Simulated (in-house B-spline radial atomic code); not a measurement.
# In¹¹⁺: density, ELF and screening along the radius

How do the shells of In¹¹⁺ show in real space, and how much do the settings move them?

Program: in-house B-spline radial atomic code version 1. Level of theory: several methods, spin-polarised, as named in each step; spherical all-electron atom at the radial basis limit. These are calculated values, not measurements, unless marked.

## (1) What is computed

```
element       : indium (Z = 49)
charge        : +11
electrons     : 38
configuration : [Ar] 3d9 4s2 4p6 4d2 5d1
nucleus       : point (non-relativistic runs) or finite (X2C runs)
```

Outer shells as boxes (Hund's rule):

[Ar] 3d9 4s2 4p6 4d2 5d1
```
[Ar] core
3d [↑↓][↑↓][↑↓][↑↓][↑ ]
4s [↑↓]
4p [↑↓][↑↓][↑↓]
4d [↑ ][↑ ][  ][  ][  ]
5d [↑ ][  ][  ][  ][  ]
```

Where spins are not typed, each open shell is filled with up spins first.

## (2) Hartree-Fock, X2C, [Ar] 3d9 4s2 4p6 4d2 5d1

Input settings:

```ini
Z = 49
electrons = 38.0
configuration = [Ar] 3d9 4s2 4p6 4d2 5d1
hamiltonian = x2c
method = hf
spin_polarised = True
nucleus = fermi
rms_radius = 4.6156
mass_number = 115
atomic_mass = 114.903878772
speed_of_light = 137.035999084
```

On the command line:

```bash
python run_scf.py task.json out
```

task.json lists these runs, among others, and the program works through them in turn.

## (3) Hartree-Fock, X2C, [Ar] 3d10 4s2 4p5 4d2 4f1

Changes to the settings of step 2:

```diff
@@ -2,3 +2,3 @@
 electrons = 38.0
-configuration = [Ar] 3d9 4s2 4p6 4d2 5d1
+configuration = [Ar] 3d10 4s2 4p5 4d2 4f1
 hamiltonian = x2c
```

## (4) LDA (VWN5), non-rel., [Kr] 4d1 5s1

Input settings:

```ini
Z = 49
electrons = 38.0
configuration = [Kr] 4d1 5s1
hamiltonian = nr
method = lda,vwn
spin_polarised = True
```

## (5) Hartree-Fock, non-rel., [Kr] 4d1 5d1

Input settings:

```ini
Z = 49
electrons = 38.0
configuration = [Kr] 4d1 5d1
hamiltonian = nr
method = hf
spin_polarised = True
```

Q: How large is the system in each run, where do the shell borders lie, and what is the highest level?

The runs gave:

| run | total energy (hartree) | highest level (eV) | radius holding 50 / 90 / 99 % (bohr) | radius at n = 0.001 (bohr) | ELF minima on the full grid (bohr) |
| --- | --- | --- | --- | --- | --- |
| Hartree-Fock, X2C, [Ar] 3d9 4s2 4p6 4d2 5d1 | -5819.1807 | -119.29 | 0.311 / 0.967 / 2.06 | 2.97 | 0.047, 0.16, 0.55, 1.6 |
| Hartree-Fock, X2C, [Ar] 3d10 4s2 4p5 4d2 4f1 | -5834.9823 | -152.59 | 0.307 / 0.937 / 1.49 | 2.23 | 0.043, 0.17, 0.53 |
| LDA (VWN5), non-rel., [Kr] 4d1 5s1 | -5695.6618 | -152.95 | 0.311 / 0.960 / 1.78 | 2.62 | 0.043, 0.18, 0.60, 1.3 |
| Hartree-Fock, non-rel., [Kr] 4d1 5d1 | -5697.7112 | -130.01 | 0.311 / 0.961 / 2.07 | 2.98 | 0.047, 0.16, 0.57, 1.6 |

What this shows: In the first run ELF has 4 minima on the grid, which mark the borders between shells. On the record's full grid the screened charge (r times the electrostatic potential) falls from 48.9 near the nucleus to 11.00 at 6.5 bohr; far out it tends to the net charge, 11. The radius that holds 99 % of the electrons runs from 1.49 bohr (Hartree-Fock, X2C, [Ar] 3d10 4s2 4p5 4d2 4f1) to 2.07 bohr (Hartree-Fock, non-rel., [Kr] 4d1 5d1). The grid is coarse (about 23 % a step), so the places of minima are rough. For X2C runs ELF uses the non-relativistic kinetic energy density, and the fields carry no picture-change correction.
